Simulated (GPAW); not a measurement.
The system is In3SbTe4.

```
Te Sb In
1.0
    -4.17012    4.17012    3.60657
     4.17012   -4.17012    3.60657
     4.17012    4.17012   -3.60657
Te Sb In
4 1 3
Direct
  0.44095 0.55905 0.50000
  0.05905 0.94095 0.50000
  0.55905 0.05905 0.11810
  0.94095 0.44095 0.88190
  0.00000 0.00000 0.00000
  0.00000 0.50000 0.50000
  0.50000 0.00000 0.50000
  0.50000 0.50000 0.00000
```

The cell comes from a database or a generator and needn't be the stable form of this composition.

Base run:

| Quantity | Value |
| --- | --- |
| Program | GPAW 26.7.0 |
| Functional | PBE |
| Potentials or basis | GPAW PAW data sets (gpaw-data 1.2.1) |
| Cutoff | 450 eV |
| Basis | pw |
| k mesh | 4 × 4 × 4 |
| Occupations | fermi-dirac, width 0.05 eV |
| Spin | no spin polarisation |

Its results: band gap on the k mesh none (metal or under the smearing width); pressure -0.9 GPa; largest force 0.084 eV/Å.

Problem. The run is repeated on the same cell with these changes: functional from PBE to LDA; potentials or basis from GPAW PAW data sets (gpaw-data 1.2.1) to the program's PAW data sets (release 1.2.1) made for this functional. What comes out?

Solution. Band gap on the k mesh none (metal or under the smearing width); pressure -4.7 GPa; largest force 0.131 eV/Å.

Caveats: the cutoff is short for stress and forces, so pressures can be off by a GPa or more.
